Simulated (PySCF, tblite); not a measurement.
# C6H6FOP: geometry, infrared bands and NMR shifts

What infrared bands and NMR shifts should C6H6FOP (`C/C(F)=P\c1ccoc1`) show?

Programs: tblite 0.8.0 and PySCF 2.14.0, with density-fitted response routines of our own. Each step states its level of theory. These are calculated values for one molecule in the gas phase, unless marked as measured. Atoms are numbered from 0 throughout.

**1. The molecule as given**

15 atoms, charge 0, multiplicity 1; geometry from: force field or distance geometry start.

Bonds of the start (Å): C0–C1 1.47, C1–F2 1.38, C1–P3 1.66, P3–C4 1.82, C4–C5 1.39, C5–C6 1.39, C6–O7 1.33, O7–C8 1.33, C8–C4 1.37, C0–H9 1.11, C0–H10 1.11, C0–H11 1.11, C5–H12 1.08, C6–H13 1.09, C8–H14 1.07.

**2. Relaxing the molecule with GFN2-xTB**

The job: settings as JSON, then the geometry in Å.

```
{"job": {"kind": "relax", "xc": "GFN2-xTB", "basis": "xTB"}, "charge": 0, "multiplicity": 1}
C      2.292800     0.560800     0.141600
C      2.072400    -0.670300    -0.639300
F      3.186200    -1.274600    -1.176000
P      0.583000    -1.362800    -0.867200
C     -0.927100    -0.639300    -0.152000
C     -1.459200     0.565200    -0.590400
C     -2.591400     0.757200     0.194100
O     -2.715700    -0.267700     1.036400
C     -1.724100    -1.138300     0.844100
H      3.338600     0.590500     0.521200
H      1.631100     0.668300     1.029100
H      2.214000     1.449800    -0.518500
H     -1.073300     1.223900    -1.356300
H     -3.276700     1.604100     0.147100
H     -1.555200    -2.058800     1.364400
```

Run with:

```bash
$ OMP_NUM_THREADS=1 python probes_run.py task.json out
```

The driver reads the jobs from task.json and runs them one after another.

**Question.** This job is followed by: GFN2-xTB harmonic vibrations, gas phase; GIAO PBE0/pcSseg-1 NMR shielding, non-relativistic, gas phase. What will the session give for the following? strongest single infrared mode (GFN2-xTB); zero-point energy (GFN2-xTB); ¹³C shifts against TMS (PBE0/pcSseg-1); ¹H shifts against TMS (PBE0/pcSseg-1, means over atoms taken as alike); ¹⁹F shifts against CFCl3 (PBE0/pcSseg-1); ³¹P shifts against H3PO4 (PBE0/pcSseg-1); ¹⁷O shifts against H2O (PBE0/pcSseg-1).

**Answer**, as computed:

| quantity | value |
| --- | --- |
| strongest single infrared mode (GFN2-xTB) | 1314 cm⁻¹, 129 km/mol |
| zero-point energy (GFN2-xTB) | 65.6 kcal/mol |
| ¹³C shifts against TMS (PBE0/pcSseg-1) | 240.9, 152.4, 148.4, 126.6, 122.2, 26.5 ppm |
| ¹H shifts against TMS (PBE0/pcSseg-1, means over atoms taken as alike) | 7.64, 7.61, 6.62, 2.58 ppm |
| ¹⁹F shifts against CFCl3 (PBE0/pcSseg-1) | -33.6 ppm |
| ³¹P shifts against H3PO4 (PBE0/pcSseg-1) | 143.9 ppm |
| ¹⁷O shifts against H2O (PBE0/pcSseg-1) | 312.7 ppm |

**Reading.** Relaxing lowered the energy by 0.812 eV in 84 steps; the close pair that moved most is C4–C5, from 1.388 to 1.427 Å. All 39 modes are real, so the xTB geometry is a minimum. The strongest single mode, at 1314 cm⁻¹, moves mainly C1. GFN2-xTB is a fitted tight-binding method: band positions and strengths are rough. Its intensities can rank the bands wrongly. At PBE0/pcSseg-1: The widest tensor belongs to P3: span 569 ppm, with a paramagnetic part of -792 ppm. NICS(1)zz of -27 ppm above the planar ring from C4 marks a diatropic (aromatic) ring current.
